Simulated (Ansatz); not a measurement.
**CH₆FNOSi₂: a ladder of functionals and wavefunction methods**

How much do the methods differ for CH₆FNOSi₂? The plan is to run it at one geometry with functionals of several rungs and with coupled cluster, and see how far each lands from CCSD(T) at the basis-set limit for the atomisation energy.

Computed with Ansatz 0.2.0, Gaussian basis. Level: functionals in def2-TZVPP, the program's frozen cores in correlated methods.

Plan: PBE-D4, r2SCAN-D4, PBE0-D4, B3LYP-D4, ωB97X-V, ωB97M-V, B2PLYP; CCSD(T)/def2-TZVPP; MP2/def2-QZVPP; extrapolation to the limit.

**1. The geometry**

An earlier PBE0-D4 in a triple-zeta def2 set relaxation fixed the geometry.

SMILES `N=C[Si](O)(F)[SiH3]`, 12 atoms, charge 0, spin multiplicity 1.

Atoms are counted from 1 here; the program's logs count them from 0.

Bond lengths: N1–C2 1.271 Å, N1–H7 1.022 Å, C2–Si3 1.895 Å, C2–H8 1.098 Å, Si3–O4 1.628 Å, Si3–F5 1.602 Å, Si3–Si6 2.340 Å, O4–H9 0.969 Å, Si6–H10 1.488 Å, Si6–H11 1.486 Å, Si6–H12 1.487 Å. Angles: C2–N1–H7 113.0°, N1–C2–Si3 114.2°, N1–C2–H8 122.3°, Si3–C2–H8 123.6°, C2–Si3–O4 104.0°, C2–Si3–F5 106.7°, C2–Si3–Si6 115.9°, O4–Si3–F5 111.5°, O4–Si3–Si6 111.4°, F5–Si3–Si6 107.4°, Si3–O4–H9 110.6°, Si3–Si6–H10 110.0°, Si3–Si6–H11 110.2°, Si3–Si6–H12 109.3°, H10–Si6–H11 109.1°, H10–Si6–H12 108.7°, H11–Si6–H12 109.5°.

Coordinates:

```xyz
12
charge 0, multiplicity 1
N    -2.2408   -0.3491   -0.7759
C    -1.2407    0.4304   -0.8665
Si    0.4173   -0.3826   -0.4407
O     0.0261   -1.9305   -0.1240
F     1.3359   -0.2645   -1.7481
Si    1.6019    0.5780    1.3336
H    -3.1226    0.1022   -1.0252
H    -1.3408    1.4795   -1.1760
H    -0.9151   -2.0857   -0.2961
H     1.9515    1.9872    1.0080
H     2.8502   -0.1864    1.5899
H     0.7542    0.5661    2.5551
```

**2. PBE-D4 (GGA)**

in.yaml reads:

```yaml
crystal:
  periodic: [false, false, false]
  atoms:
    - {symbol: N, position_ang: [-2.240759, -0.349093, -0.775866]}
    - {symbol: C, position_ang: [-1.240737, 0.430362, -0.866527]}
    - {symbol: Si, position_ang: [0.417260, -0.382573, -0.440724]}
    - {symbol: O, position_ang: [0.026085, -1.930463, -0.124028]}
    - {symbol: F, position_ang: [1.335889, -0.264497, -1.748082]}
    - {symbol: Si, position_ang: [1.601888, 0.577965, 1.333623]}
    - {symbol: H, position_ang: [-3.122629, 0.102244, -1.025239]}
    - {symbol: H, position_ang: [-1.340792, 1.479491, -1.176021]}
    - {symbol: H, position_ang: [-0.915124, -2.085672, -0.296077]}
    - {symbol: H, position_ang: [1.951484, 1.987174, 1.007968]}
    - {symbol: H, position_ang: [2.850183, -0.186378, 1.589908]}
    - {symbol: H, position_ang: [0.754151, 0.566141, 2.555068]}
basis:
  gaussian: {orbitals: def2-TZVPP}
hamiltonian: {xc: pbe, dispersion: d4}
output: {forces: true, orbitals: {seedname: orbitals}}
```

Started as:

```bash
$ ansatz run in.yaml --threads 2 --pin off --events-out ev --progress --plain --max-ram 22528MiB --backend cuda --devices 0, --max-vram 18GiB
```

After this run come: r2SCAN-D4 (meta-GGA); PBE0-D4 (hybrid); B3LYP-D4 (hybrid); ωB97X-V (range-separated); ωB97M-V (range-separated); B2PLYP (double hybrid); CCSD(T) in def2-TZVPP; MP2 in def2-QZVPP.

**Question.** What will the summary of the whole plan be? Wanted: atomisation energy, CCSD(T)/CBS; farthest; mean size of error, hybrid; mean size of error, range-separated; gap, smallest and largest; T1 diagnostic; triples share of the correlation energy.

The runs gave:

```
                               quantity                                  value
        atomisation energy, CCSD(T)/CBS                          4445.2 kJ/mol
 functionals within 22.2 kJ/mol (0.5 %)  r2SCAN-D4, B3LYP-D4, ωB97X-V, ωB97M-V
                               farthest                  B2PLYP (-64.7 kJ/mol)
             mean size of error, hybrid                            29.3 kJ/mol
    mean size of error, range-separated                             6.5 kJ/mol
              gap, smallest and largest   3.75 eV (PBE-D4), 10.78 eV (ωB97X-V)
                          T1 diagnostic                                 0.0132
triples share of the correlation energy                                  3.7 %
```

In words: PBE-D4 is off by +59.0 kJ/mol. Double hybrids carry the basis error of their MP2 part in triple zeta, and no dispersion term here, so their miss is partly the set-up's. The reference freezes the cores and leaves out relativity and excitations past (T), so misses under about 22.2 kJ/mol can't be ranked. Hartree-Fock recovers 71 % of the binding; the rest is correlation. The gap grows from 3.7 to 10.8 eV across the functionals, mostly with the share of exact exchange.
